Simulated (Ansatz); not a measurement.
# Al: the cost of one run

Program: Ansatz 0.2.0. Level of theory: DFT r2SCAN, scalar-relativistic, plane waves, PAW. These are calculated values, not measurements.

## Step 1: Starting point

Symmetry: I4_1/amd, No. 141, tetragonal system. Conventional cell: a = 4.986 Å, b = 4.986 Å, c = 2.720 Å, α = 90.00°, β = 90.00°, γ = 90.00°. Around Al (site symmetry -4m2) lie 6 Al at 2.58 to 2.72 Å.

As a file:

```xyz
2
Lattice="-2.4932 2.4932 1.3601 2.4932 -2.4932 1.3601 2.4932 2.4932 -1.3601" Properties=species:S:1:pos:R:3 pbc="T T T"
Al    0.0000    0.0000    0.0000
Al    0.0000    2.4932    0.6800
```

This is candidate A: beta-tin type (I4_1/amd, No. 141).

(A quick probe on a coarse mesh, which set the mesh and smearing, is not shown.)

## Step 3: Rough relaxation on the coarse mesh (candidate A)

Input file input.yaml:

```yaml
crystal:
  lattice:
    - [-2.4932008491, 2.4932008491, 1.3600870863]
    - [2.4932008491, -2.4932008491, 1.3600870863]
    - [2.4932008491, 2.4932008491, -1.3600870863]
  atoms:
    - { symbol: Al, position: [0.0, 0.0, 0.0] }
    - { symbol: Al, position: [0.75, 0.25, 0.5] }
basis:
  ecutwfc: 500
kpoints:
  mp_grid: { grid: [8, 8, 8] }
hamiltonian:
  xc: r2scan
scf:
  occupations: { method: gaussian, width: 0.1 }
  lower_state_search: "off"
output:
  forces: true
  stress: true
  eigenvalues: true
relax:
  adjacent_minimum: "off"
  f_tol: 0.04
  max_steps: 70
  cell: { stress_tol: 0.4 }
```

What time and memory should one allow on 1 thread of an Arm CPU, shared host?

About 14 s, with a peak of 0.4 GiB.
